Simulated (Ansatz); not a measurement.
**ClH6O2ScSi2: up Jacob's ladder to CCSD(T)**

The task here is to estimate one member of a computed series from the others.

Method: functionals in def2-TZVPP, the program's frozen cores in correlated methods; program: Ansatz 0.2.0, Gaussian basis.

The runs, in order: LDA (SPW92), PBE-D4, revPBE-D4, BLYP-D4, r2SCAN-D4, B97M-V, PBE0-D4, B3LYP-D4, r2SCANh-D4, r2SCAN0-D4, HSE06-D4, BHLYP-D4, CAM-B3LYP-D4, LC-ωPBE, ωB97X-V, ωB97M-V, B2PLYP, PBE-QIDH; CCSD(T)/def2-SVP; CCSD(T)/def2-TZVPP; MP2/def2-QZVPP; extrapolation to the limit; RPA on PBE.

### The geometry

All runs share one geometry, relaxed beforehand with PBE0-D4 in a triple-zeta def2 set.

SMILES `[SiH3][O][Sc]([Cl])[O][SiH3]`, 12 atoms, charge 0, spin multiplicity 1.

Atoms are counted from 1 here; the program's logs count them from 0.

Bond lengths: Si1–O2 1.636 Å, Si1–H7 1.487 Å, Si1–H8 1.487 Å, Si1–H9 1.488 Å, O2–Sc3 1.869 Å, Sc3–Cl4 2.312 Å, Sc3–O5 1.869 Å, O5–Si6 1.636 Å, Si6–H10 1.487 Å, Si6–H11 1.487 Å, Si6–H12 1.488 Å. Angles: O2–Si1–H7 110.3°, O2–Si1–H8 109.8°, O2–Si1–H9 110.0°, H7–Si1–H8 109.0°, H7–Si1–H9 108.8°, H8–Si1–H9 108.9°, Si1–O2–Sc3 177.1°, O2–Sc3–Cl4 121.1°, O2–Sc3–O5 117.8°, Cl4–Sc3–O5 121.1°, Sc3–O5–Si6 177.5°, O5–Si6–H10 110.1°, O5–Si6–H11 109.8°, O5–Si6–H12 110.1°, H10–Si6–H11 109.0°, H10–Si6–H12 108.8°, H11–Si6–H12 108.9°.

Set-up of the first run:

Input file in.yaml:

```yaml
crystal:
  periodic: [false, false, false]
  atoms:
    - {symbol: Si, position_ang: [-2.799528, 1.051910, 0.299411]}
    - {symbol: O, position_ang: [-1.577977, -0.019752, 0.487561]}
    - {symbol: Sc, position_ang: [-0.126824, -1.186772, 0.652045]}
    - {symbol: Cl, position_ang: [-0.336175, -3.203068, 1.764078]}
    - {symbol: O, position_ang: [1.500221, -0.669703, -0.109245]}
    - {symbol: Si, position_ang: [2.893816, -0.154426, -0.793429]}
    - {symbol: H, position_ang: [-3.879831, 0.778895, 1.283522]}
    - {symbol: H, position_ang: [-3.358086, 0.943535, -1.074892]}
    - {symbol: H, position_ang: [-2.298586, 2.437031, 0.507673]}
    - {symbol: H, position_ang: [3.629155, -1.303483, -1.384558]}
    - {symbol: H, position_ang: [3.751026, 0.492898, 0.235217]}
    - {symbol: H, position_ang: [2.602779, 0.832935, -1.867382]}
basis:
  gaussian: {orbitals: def2-TZVPP}
hamiltonian: {xc: lda}
output: {orbitals: {seedname: orbitals}}
```

Steps of the session up to this table: LDA; PBE-D4 (GGA); revPBE-D4 (GGA); BLYP-D4 (GGA); r2SCAN-D4 (meta-GGA); B97M-V (meta-GGA); PBE0-D4 (hybrid); B3LYP-D4 (hybrid); r2SCANh-D4 (hybrid); r2SCAN0-D4 (hybrid); HSE06-D4 (hybrid); BHLYP-D4 (hybrid); CAM-B3LYP-D4 (range-separated); LC-ωPBE (range-separated); ωB97X-V (range-separated); ωB97M-V (range-separated); B2PLYP (double hybrid); PBE-QIDH (double hybrid).

One table of the session follows, with a row left open; its other results are not shown here.

It belongs to the step «Frontier levels by functional». 

| functional | HOMO (eV) | LUMO (eV) | gap (eV) |
| --- | --- | --- | --- |
| LDA (SPW92) | -7.38 | -3.60 | 3.78 |
| PBE-D4 | -7.26 | -3.39 | 3.88 |
| revPBE-D4 | -7.21 | -3.25 | 3.97 |
| BLYP-D4 | -7.14 | -3.39 | 3.75 |
| r2SCAN-D4 | ? | ? | ? |
| B97M-V | -7.73 | -3.32 | 4.41 |
| PBE0-D4 | -8.67 | -2.45 | 6.23 |
| B3LYP-D4 | -8.43 | -2.82 | 5.61 |
| r2SCANh-D4 | -8.13 | -2.76 | 5.38 |
| r2SCAN0-D4 | -8.91 | -2.26 | 6.66 |
| HSE06-D4 | -8.27 | -2.82 | 5.45 |
| BHLYP-D4 | -9.99 | -1.71 | 8.28 |
| CAM-B3LYP-D4 | -10.06 | -1.61 | 8.45 |
| LC-ωPBE | -11.43 | -0.28 | 11.14 |
| ωB97X-V | -11.08 | -0.50 | 10.58 |
| ωB97M-V | -10.95 | -0.85 | 10.10 |

Estimate the missing values for r2SCAN-D4.

Worked estimate for «HOMO (eV)». Against the share of exact exchange, r2SCANh-D4 (0.1, -8.13), r2SCAN0-D4 (0.25, -8.91) give a slope of -5.20 per unit share; at 0 the line stands at -7.61.

**Answer.** HOMO (eV): -7.62; LUMO (eV): -3.10; gap (eV): 4.51. In «HOMO (eV)» the line misses by +0.01.
